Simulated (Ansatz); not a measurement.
This script for a polarisability from point charges of CH₆FPSi, SMILES C[SiH](F)P with Ansatz 0.2.0 through its Python package holds a mistake.

`field_ch6fpsi.py`
```python
import ansatz as az
import numpy as np

geometry = (
    az.Crystal.molecule()
    .atom("C", [0.08712, 2.33113, 0.14645])
    .atom("Si", [-0.6733, -0.76646, 1.37967])
    .atom("F", [0.95392, -1.19278, 3.83496])
    .atom("P", [0.53195, -3.62426, -1.47434])
    .atom("H", [-1.09319, 2.78202, -1.62401])
    .atom("H", [-0.49038, 3.90639, 1.50326])
    .atom("H", [2.04806, 2.64917, -0.33561])
    .atom("H", [-3.30697, -1.02006, 2.00837])
    .atom("H", [-0.74946, -2.44508, -3.49783])
    .atom("H", [2.84929, -2.71682, -1.93562])
)

model = geometry.calculation()
model = model.basis(gaussian="def2-SVPD")
model = model.functional("PBE", dispersion="d3bj")
model = model.forces()
centre = np.mean([site.position_ang for site in geometry.cartesian_sites], axis=0)
field = 2 * 14.399645 * 4.0 / 30.0 ** 2


def dipole(axis, sign):
    arm = 30.0 * np.eye(3)[axis]
    pair = [{"charge": sign * 4.0, "position_ang": (centre - arm).tolist()}, {"charge": -sign * 4.0, "position_ang": (centre + arm).tolist()}]
    deck = model.input().set(az.key.basis.gaussian.point_charges, pair)
    return np.array(az.Session.from_dict(deck).plan().execute().report["charge_distribution"]["dipole_moment_e_ang"])


print(f"field {field:.4f} V/A")
alpha = np.array([(dipole(axis, 1) - dipole(axis, -1)) / (2 * field) * 14.399645 for axis in range(3)])
print("polarisability tensor (A^3)")
print(np.array2string(alpha, precision=3, suppress_small=True))
print(f"mean {np.trace(alpha) / 3:.3f} A^3 = {np.trace(alpha) / 3 / 0.14818471:.2f} bohr^3")
```

Output of `python field_ch6fpsi.py`:
```text
field 0.1280 V/A
polarisability tensor (A^3)
[[37.172 -2.904 -5.188]
 [-3.136 65.126  8.36 ]
 [-4.747  7.926 49.144]]
mean 50.481 A^3 = 340.66 bohr^3
```

No error stopped it. What is wrong with the input all the same?

The fault: lengths in bohr are read as angstrom. The correction:

```diff
--- before
+++ after
@@ -5,12 +5,12 @@
     az.Crystal.molecule()
-    .atom("C", [0.08712, 2.33113, 0.14645])
-    .atom("Si", [-0.6733, -0.76646, 1.37967])
-    .atom("F", [0.95392, -1.19278, 3.83496])
-    .atom("P", [0.53195, -3.62426, -1.47434])
-    .atom("H", [-1.09319, 2.78202, -1.62401])
-    .atom("H", [-0.49038, 3.90639, 1.50326])
-    .atom("H", [2.04806, 2.64917, -0.33561])
-    .atom("H", [-3.30697, -1.02006, 2.00837])
-    .atom("H", [-0.74946, -2.44508, -3.49783])
-    .atom("H", [2.84929, -2.71682, -1.93562])
+    .atom("C", [0.0461, 1.2336, 0.0775])
+    .atom("Si", [-0.3563, -0.4056, 0.7301])
+    .atom("F", [0.5048, -0.6312, 2.0294])
+    .atom("P", [0.2815, -1.9179, -0.7802])
+    .atom("H", [-0.5785, 1.4722, -0.8594])
+    .atom("H", [-0.2595, 2.0672, 0.7955])
+    .atom("H", [1.0838, 1.4019, -0.1776])
+    .atom("H", [-1.75, -0.5398, 1.0628])
+    .atom("H", [-0.3966, -1.2939, -1.851])
+    .atom("H", [1.5078, -1.4377, -1.0243])
 )
```

With that change:

```console
$ python field_ch6fpsi.py
field 0.1280 V/A
polarisability tensor (A^3)
[[ 8.814 -0.426 -0.523]
 [-0.436 11.413  1.032]
 [-0.508  1.012  9.813]]
mean 10.013 A^3 = 67.57 bohr^3
```

The geometry is a force-field or estimated start, not a minimum of this method, and the basis set is short of its limit. The field of two point charges is only nearly even. It ran for 24 s on 1 thread of Arm Neoverse V2, on a shared host, peak memory 0.24 GiB.

(Lines on the test bed's own set-up are left out of the output.)
